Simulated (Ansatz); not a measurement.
# VSe2 (P-3m1): comparison of magnetic orders

Which magnetic order of VSe2 (P-3m1) lies lowest among those tried? Aim: a comparison of magnetic orders, for VSe2 (P-3m1), run from a script.

All numbers are computed with Ansatz 0.2.0 through its Python package. Level of theory: DFT PBEsol, plane waves, PAW.

**1. Starting point**

Symmetry: P-3m1, No. 164, trigonal system. The conventional cell has a = 3.355 Å, b = 3.355 Å, c = 6.134 Å, α = 90.00°, β = 90.00°, γ = 120.00°. V (site symmetry -3m) is surrounded by 6 Se at 2.47 Å. Around Se (site symmetry 3m) lie 3 V at 2.47 Å.

No structure file is read: the coordinates are typed or built in the script.

**2. The code**

orders_vse2.py reads:

```python
'''Ferro, antiferro and non-magnetic states of VSe2.'''

import ansatz
import numpy as np

SETTINGS = {
    'functional': 'pbesol',
    'kmesh': (9, 9, 5),
}


def count_gap(report):
    # lowest empty less highest filled band, counting bands; zero where they overlap
    return max(report.get('gap_by_band_count_ev') or 0.0, 0.0)

CELL = [
    (6.71, 0.0, 0.0),
    (-1.6775, 2.905515, 0.0),
    (0.0, 0.0, 6.134),
]
ATOMS = [
    ('V', (0.0, 0.0, 0.0)),
    ('Se', (1 / 6, 2 / 3, 0.25)),
    ('Se', (1 / 3, 1 / 3, 0.75)),
    ('V', (0.5, 0.0, 0.0)),
    ('Se', (2 / 3, 2 / 3, 0.25)),
    ('Se', (5 / 6, 1 / 3, 0.75)),
]


def with_moments(moments):
    crystal = ansatz.Crystal(lattice=ansatz.Lattice.of(CELL))
    for (symbol, position), moment in zip(ATOMS, moments):
        crystal = crystal.atom(symbol, position, moment=moment or None)
    return crystal

# starting moments in muB, one an atom
orders = {
    'FM': [1.5, 0, 0, 1.5, 0, 0],
    'AFM': [1.5, 0, 0, -1.5, 0, 0],
}

rows = []
for label, moments in orders.items():
    job = (
        with_moments(moments).calculation()
        .functional(SETTINGS['functional'])
        .kpoints(*SETTINGS['kmesh'])
        .occupations(ansatz.OccupationsMethod.COLD)
        .spin('collinear')
        .band_table()
    )
    report = job.run().report
    rows.append((label, report['free_energy_ev'], report['magnetization_mub'], report['absolute_magnetization_mub'], max(abs(m) for m in report['site_moments_mub']), count_gap(report)))
    print(label, 'site moments:', [round(m, 2) for m in report['site_moments_mub']])

# the same cell with no spin polarisation
plain = (
    with_moments([0] * len(ATOMS)).calculation()
    .functional(SETTINGS['functional'])
    .kpoints(*SETTINGS['kmesh'])
    .occupations(ansatz.OccupationsMethod.COLD)
    .band_table()
)
report = plain.run().report
rows.append(('NM', report['free_energy_ev'], 0.0, 0.0, 0.0, count_gap(report)))

lowest = min(row[1] for row in rows)
rows = [(row[0], 1000 * (row[1] - lowest) / 2, *row[2:]) for row in sorted(rows, key=lambda row: row[1])]
print('         order  meV/magnetic atom         net muB    absolute muB  largest site muB  gap by band count eV')
for row in rows:
    print(f'{str(row[0]):>14s}  {row[1]:17.2f}  {row[2]:14.3f}  {row[3]:14.3f}  {row[4]:16.3f}  {row[5]:20.3f}')
print('lowest of these starts:', rows[0][0])
```

**3. The run**

The run is started by

```sh
$ python orders_vse2.py
```

**Question.** Which magnetic state ends lowest, and by how much?

**Answer**, as computed:

```
        quantity         value
   runs compared             3
          lowest    run 1 (FM)
next above it by  0.0 meV/atom
```

In order of energy: ferromagnetic (+0.0 meV an atom, largest site moment 0.57 μB), ferromagnetic (+0.0 meV an atom, largest site moment 0.57 μB) and non-magnetic (+2.6 meV an atom, largest site moment 0.00 μB). These are the states reached from the starts typed. Notes:
- The SCF didn't keep the moments it started from (some shrank, vanished or turned); what is printed is the state reached.
- With one magnetic atom the cell can hold only ferromagnetic order.
- Each row is the state reached from that start at the given structure, not necessarily the lowest of its order; other orders weren't tried. The starting moments were not kept in at least one run, so it stands on a weaker or other magnetic state than the one typed.
